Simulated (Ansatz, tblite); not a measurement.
# The cluster Li₁₄: one state, many levels

Aim: run the singlet of the cluster Li₁₄ at one geometry on many levels, and compare frontier levels, spin and run time.

The runs use Ansatz 0.2.0, Gaussian basis; as each input shows.

Plan: GFN1-xTB, GFN2-xTB, PBE/def2-TZVP, r2SCAN/def2-TZVP, BHLYP/def2-TZVP, B2PLYP/def2-TZVP, r2SCANh/def2-TZVP, B3LYP/def2-TZVP, LDA/def2-TZVP, r2SCAN0/def2-TZVP, HF/def2-TZVP, PBE/def2-SVP, PBE0/def2-SVP, HF/6-31G, B3LYP/6-31G, PBE0/def2-TZVPD, PBE/def2-TZVPD, r2SCAN/def2-TZVPD, CCSD(T)/def2-SVP, MP2/def2-TZVP, RPA/def2-TZVP.

## (1) The geometry

The singlet was relaxed beforehand with B3LYP/def2-SVP. At that level it is the lowest of the isomers that a small search found.

14 atoms, charge 0, spin multiplicity 1.

Bond lengths: Li1–Li2 3.044 Å, Li1–Li5 2.841 Å, Li1–Li9 3.020 Å, Li2–Li3 2.698 Å, Li2–Li5 2.996 Å, Li2–Li6 2.976 Å, Li2–Li7 2.909 Å, Li2–Li8 3.015 Å, Li2–Li14 3.058 Å, Li3–Li5 3.025 Å, Li3–Li6 3.041 Å, Li3–Li7 2.998 Å, Li3–Li13 3.012 Å, Li3–Li14 3.012 Å, Li4–Li8 3.044 Å, Li4–Li13 2.978 Å, Li5–Li9 2.859 Å, Li5–Li10 3.058 Å and more. Angles: Li2–Li1–Li5 61.1°, Li2–Li1–Li9 61.8°, Li5–Li1–Li9 58.3°, Li1–Li2–Li3 112.9°, Li1–Li2–Li5 56.1°, Li1–Li2–Li6 125.7°, Li1–Li2–Li7 65.2°, Li1–Li2–Li8 113.4°, Li1–Li2–Li14 166.7°, Li3–Li2–Li5 63.9°, Li3–Li2–Li6 64.6°, Li3–Li2–Li7 64.5°, Li3–Li2–Li8 107.1°, Li3–Li2–Li14 62.7°, Li5–Li2–Li6 120.1°, Li5–Li2–Li7 65.1°, Li5–Li2–Li8 103.8°, Li5–Li2–Li14 113.0° and more.

Coordinates:

| atom | x (Å) | y (Å) | z (Å) |
| --- | --- | --- | --- |
| Li1 | -2.9768 | 0.1350 | 1.4045 |
| Li2 | -0.0397 | 0.7575 | 0.9042 |
| Li3 | 0.5282 | 1.1168 | -1.7091 |
| Li4 | 3.9878 | -2.3153 | 0.0044 |
| Li5 | -1.7925 | -0.7040 | -1.0373 |
| Li6 | 1.0762 | 3.4236 | 0.1959 |
| Li7 | -1.9089 | 2.4350 | -0.5630 |
| Li8 | 1.8274 | -1.3749 | 1.9309 |
| Li9 | -1.0267 | -2.1689 | 1.2958 |
| Li10 | -3.8187 | -2.6621 | 0.1520 |
| Li11 | 1.4332 | -4.1237 | 0.8101 |
| Li12 | -1.0761 | -3.6362 | -1.1378 |
| Li13 | 1.1681 | -1.6380 | -0.6736 |
| Li14 | 2.9098 | 0.7417 | 0.0961 |

PBE0/def2-TZVP was run before; its log isn't repeated, and its numbers join the tables.

## (2) GFN1-xTB

Tight binding, by tblite at 300 K electronic temperature and without a spin-polarisation term:

```python
tblite.interface.Calculator('GFN1-xTB', numbers, positions, charge=0, uhf=0).singlepoint()
```

Energy -153.0758 eV, HOMO -9.99 eV, LUMO -9.71 eV; 0.011 s.

## (3) GFN2-xTB

Tight binding, by tblite at 300 K electronic temperature and without a spin-polarisation term:

```python
tblite.interface.Calculator('GFN2-xTB', numbers, positions, charge=0, uhf=0).singlepoint()
```

Energy -99.3411 eV, HOMO -5.35 eV, LUMO -4.92 eV; 0.049 s.

## (4) PBE/def2-TZVP

start.molden holds the orbitals of an earlier run on this state, given as this run's starting guess.

Contents of in.yaml:

```yaml
crystal:
  periodic: [false, false, false]
  atoms:
    - {symbol: Li, position_ang: [-2.976837, 0.134959, 1.404485]}
    - {symbol: Li, position_ang: [-0.039662, 0.757512, 0.904214]}
    - {symbol: Li, position_ang: [0.528174, 1.116814, -1.709073]}
    - {symbol: Li, position_ang: [3.987811, -2.315343, 0.004399]}
    - {symbol: Li, position_ang: [-1.792475, -0.704030, -1.037281]}
    - {symbol: Li, position_ang: [1.076165, 3.423556, 0.195912]}
    - {symbol: Li, position_ang: [-1.908920, 2.435022, -0.562994]}
    - {symbol: Li, position_ang: [1.827368, -1.374944, 1.930884]}
    - {symbol: Li, position_ang: [-1.026732, -2.168949, 1.295829]}
    - {symbol: Li, position_ang: [-3.818669, -2.662149, 0.151994]}
    - {symbol: Li, position_ang: [1.433241, -4.123710, 0.810080]}
    - {symbol: Li, position_ang: [-1.076111, -3.636155, -1.137816]}
    - {symbol: Li, position_ang: [1.168072, -1.638041, -0.673595]}
    - {symbol: Li, position_ang: [2.909775, 0.741659, 0.096063]}
basis:
  gaussian: {orbitals: def2-TZVP, initial_orbitals: start.molden}
hamiltonian: {xc: pbe}
scf: {omitted_lower_state_checks: [starts]}
output: {orbitals: {seedname: orbitals}}
```

Launch:

```
> ansatz run in.yaml --threads 4 --pin off --events-out ev --progress --plain --max-ram 3916MiB
```

After this run come: r2SCAN/def2-TZVP; BHLYP/def2-TZVP; B2PLYP/def2-TZVP; r2SCANh/def2-TZVP; B3LYP/def2-TZVP; LDA/def2-TZVP; r2SCAN0/def2-TZVP; HF/def2-TZVP; PBE/def2-SVP; PBE0/def2-SVP; HF/6-31G; B3LYP/6-31G; PBE0/def2-TZVPD; PBE/def2-TZVPD; r2SCAN/def2-TZVPD; CCSD(T)/def2-SVP; MP2/def2-TZVP; RPA/def2-TZVP.

**Question.** What will the summary of the whole plan be? Wanted: gap in def2-TZVP, named functionals and Hartree-Fock, smallest and largest; correlation energy, CCSD(T)/def2-SVP; correlation energy, MP2/def2-TZVP; binding an atom, functionals in def2-TZVP; PBE0 total energy, smallest basis above largest.

**Answer**, as computed:

| quantity | value |
| --- | --- |
| gap in def2-TZVP, named functionals and Hartree-Fock, smallest and largest | 0.78 eV (LDA), 4.13 eV (HF) |
| correlation energy, CCSD(T)/def2-SVP | -9.11 eV |
| correlation energy, MP2/def2-TZVP | -17.78 eV |
| binding an atom, functionals in def2-TZVP | 0.88 (BHLYP) to 1.19 eV (LDA) |
| PBE0 total energy, smallest basis above largest | 2.48 eV (def2-SVP, def2-TZVPD) |

In words: Orbital gaps of the named functionals and Hartree-Fock in def2-TZVP span 0.78 eV (LDA) to 4.13 eV (HF); exact exchange widens it. Notes on CCSD(T)/def2-SVP: large T1 diagnostic.
